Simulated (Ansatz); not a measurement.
# Li2Pt: the cost of one run

Program: Ansatz 0.2.0. Level of theory: DFT LDA, scalar-relativistic. These are calculated values, not measurements.

## 1. The structure to begin with

Symmetry: P6/mmm, No. 191, hexagonal system. The conventional cell has a = 4.186 Å, b = 4.186 Å, c = 2.661 Å, α = 90.00°, β = 90.00°, γ = 120.00°. Li (site symmetry -6m2) is surrounded by 5 Li at 2.42 to 2.66 Å and 6 Pt at 2.76 Å. Pt (site symmetry 6/mmm) is surrounded by 2 Pt at 2.66 Å and 12 Li at 2.76 Å.

Coordinates:

```cif
data_structure
_symmetry_space_group_name_H-M 'P6/mmm'
_symmetry_Int_Tables_number 191
_cell_length_a 4.1860
_cell_length_b 4.1860
_cell_length_c 2.6610
_cell_angle_alpha 90.000
_cell_angle_beta 90.000
_cell_angle_gamma 120.000
_cell_volume 40.38
loop_
_atom_site_label
_atom_site_type_symbol
_atom_site_symmetry_multiplicity
_atom_site_Wyckoff_symbol
_atom_site_fract_x
_atom_site_fract_y
_atom_site_fract_z
_atom_site_occupancy
Li1 Li 2 d 0.33333 0.66667 0.50000 1
Pt1 Pt 1 a 0.00000 0.00000 0.00000 1
```

The file gives the conventional cell by its symmetry; the runs use the cell typed in the input.

Atoms are numbered in the order of the input: Li1, Li2, Pt3.

## 2. After the deformation

Space group P6/mmm before, P6/mmm after.

## 3. LAPW, all electrons

input.yaml reads:

```yaml
crystal:
  lattice:
    - [4.1859989866, 0.0, 0.0]
    - [-2.0929994933, 3.6251814627, 0.0]
    - [0.0, 0.0, 2.68761]
  atoms:
    - { symbol: Li, position: [0.3333333333, 0.6666666667, 0.5] }
    - { symbol: Li, position: [0.6666666667, 0.3333333333, 0.5] }
    - { symbol: Pt, position: [0.0, 0.0, 0.0] }
kpoints:
  mp_grid: { grid: [9, 9, 12] }
  band_path:
    path:
      - [0.0, 0.0, 0.0]
      - [0.5, 0.0, 0.0]
      - [0.3333333333, 0.3333333333, 0.0]
      - [0.0, 0.0, 0.0]
      - [0.0, 0.0, 0.5]
      - [0.5, 0.0, 0.5]
      - [0.3333333333, 0.3333333333, 0.5]
      - [0.0, 0.0, 0.5]
      - [0.5, 0.0, 0.5]
    npoints: 5
scf:
  occupations: { method: fermi_dirac, width: 0.03 }
hamiltonian:
  xc: lda
  pseudopotentials: { kind: all_electron, lapw: { basis_error: 0.001 } }
output:
  forces: true
  stress: true
  eigenvalues: true
```

On the command line:

```bash
ansatz run input.yaml --threads 1 --pin off --max-ram 4096MiB --backend cpu --events-out ev --progress --plain --runs-dir out
```

**Question.** How long does this run take on 1 thread of Arm Neoverse V1, shared host, and how much memory does it need?

About 39 s, with a peak of 0.47 GiB.
